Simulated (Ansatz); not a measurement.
**GaN2H (triplet): the correlation ladder, cc-pVDZ**

The task here is to estimate one member of a computed series from the others.

The runs use Ansatz 0.2.0, Gaussian basis; cc-pVDZ, core rule «outside noble gas», up to 16 orbitals frozen.

Plan: UHF; CCSD(T) on ROHF; CCSD(T) on UHF; BCCD(T) on ROHF; CISD; CCSDT(Q) on ROHF; CCSDT(Q) on UHF.

35 further runs of the same task are left out: 9 for a known fault of the program, 9 that didn't finish, 17 set aside as unsound or not needed.

## The geometry

The geometry is a PBE0/def2-TZVP stationary point (not a proven minimum). No spin-orbit coupling is included. The filled d shell of Ga may be among the frozen orbitals whatever the setting's name suggests; the logs give the count.

4 atoms, charge 0, spin multiplicity 3.

Atoms are counted from 1 here; the program's logs count them from 0.

Bond lengths: Ga1–N2 1.969 Å, Ga1–H4 1.576 Å, N2–N3 1.119 Å. Angles: N2–Ga1–H4 107.9°, Ga1–N2–N3 172.2°.

Set-up of the first run:

The input, in.yaml:

```yaml
crystal:
  periodic: [false, false, false]
  atoms:
    - {symbol: Ga, position_ang: [0.000000, -0.040877, 0.709707]}
    - {symbol: N, position_ang: [0.000000, 0.089387, -1.254874]}
    - {symbol: N, position_ang: [0.000000, 0.011680, -2.370926]}
    - {symbol: H, position_ang: [0.000000, 1.423157, 1.292326]}
basis:
  gaussian: {orbitals: cc-pVDZ}
magnetization: {spin_polarized: true, initial_magnetization: 2}
hamiltonian: {xc: hf}
output: {orbitals: {seedname: orbitals}}
```

Command:

```bash
$ ansatz run in.yaml --threads 1 --pin off --events-out ev --progress --plain --max-ram 2393MiB
```

Among the steps run: UHF; CCSD(T) on ROHF; CCSD(T) on UHF; BCCD(T) on ROHF; CISD; CCSDT(Q) on ROHF; CCSDT(Q) on UHF.

One table of the session follows, with a row left open; its other results are not shown here.

It belongs to the step «Misses and costs». 

```
   method  from UCCSDT(Q) (kJ/mol)
     ROHF                        ?
      UHF                  +1018.1
     RMP2                    +79.5
     UMP2                   +113.5
    RCCSD                    +48.1
    UCCSD                    +45.9
 RCCSD(T)                     +8.1
 UCCSD(T)                     +7.6
  BCCD(T)                     +7.9
   RCCSDT                     +6.7
   UCCSDT                     +5.4
RCCSDT(Q)                     +1.0
UCCSDT(Q)                        0
```

Q: Estimate the row for ROHF from the others.

**Answer.** from UCCSDT(Q) (kJ/mol): +1035.7. In the column «from UCCSDT(Q) (kJ/mol)» it is the highest.

Not comparable, so not listed: CISD (they don't share determinant, frozen orbitals or solution with the rows shown, or repeat one).

To keep in mind: Restricted and unrestricted rows rest on different reference determinants; where their highest levels disagree by more than a few hundredths of an eV, they describe different states and don't form one ladder.
